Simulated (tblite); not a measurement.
# AlF3O9S3: the cost of one run

Programs: tblite 0.8.0 and PySCF 2.14.0. All values are calculated, for the isolated system unless a continuum is named. Atoms count from 0, parts from 1.

### Step 1. The system as given

16 atoms, charge 0, multiplicity 1; geometry: parts in contact. Parts: 1 = atom 0, `[Al+3]`, charge 3; 2 = atoms 1–5, `O=S(=O)([O-])F`, charge -1; 3 = atoms 6–10, `O=S(=O)([O-])F`, charge -1; 4 = atoms 11–15, `O=S(=O)([O-])F`, charge -1. In the given geometry S2 and O9 of different parts are bonded (1.62 Å), so values for the parts refer to these atom groups.

### Step 2. Docking the parts with GFN2-xTB

What the job is given:

```
{"job": {"kind": "dock", "xc": "GFN2-xTB", "basis": "xTB"}, "charge": 0, "multiplicity": 1, "parts": [{"atoms": "0-0", "charge": 3, "multiplicity": 1}, {"atoms": "1-5", "charge": -1, "multiplicity": 1}, {"atoms": "6-10", "charge": -1, "multiplicity": 1}, {"atoms": "11-15", "charge": -1, "multiplicity": 1}]}
Al    -1.553544     1.824542     0.306354
O      0.832068     4.105078     1.638867
S     -0.355822     3.705301     1.020403
O     -0.183965     2.874056    -0.190360
O     -1.323814     3.052677     1.864599
F     -0.926214     0.508614     0.991698
O     -2.421042     4.028654    -1.323183
S     -2.474234     4.940734    -0.230557
O     -3.053000     6.216500    -0.254638
O     -1.081758     5.038941     0.446339
F     -3.248830     4.176284     0.957205
O     -2.060759     1.023541    -1.830643
S     -3.154316     0.680954    -0.961117
O     -4.400427     0.201605    -1.409737
O     -3.276876     1.756966     0.078367
F     -2.567060    -0.538292    -0.024941
```

Level: GFN2-xTB search for minima from random contacts, gas phase.

Run with:

```
$ OMP_NUM_THREADS=1 python cluster_run.py task.json out
```

The driver reads the jobs from task.json and runs them one after another.

**Question.** How long does this first job take on 1 thread of Intel Xeon at 2.50GHz, shared host?

About 3.7 min.
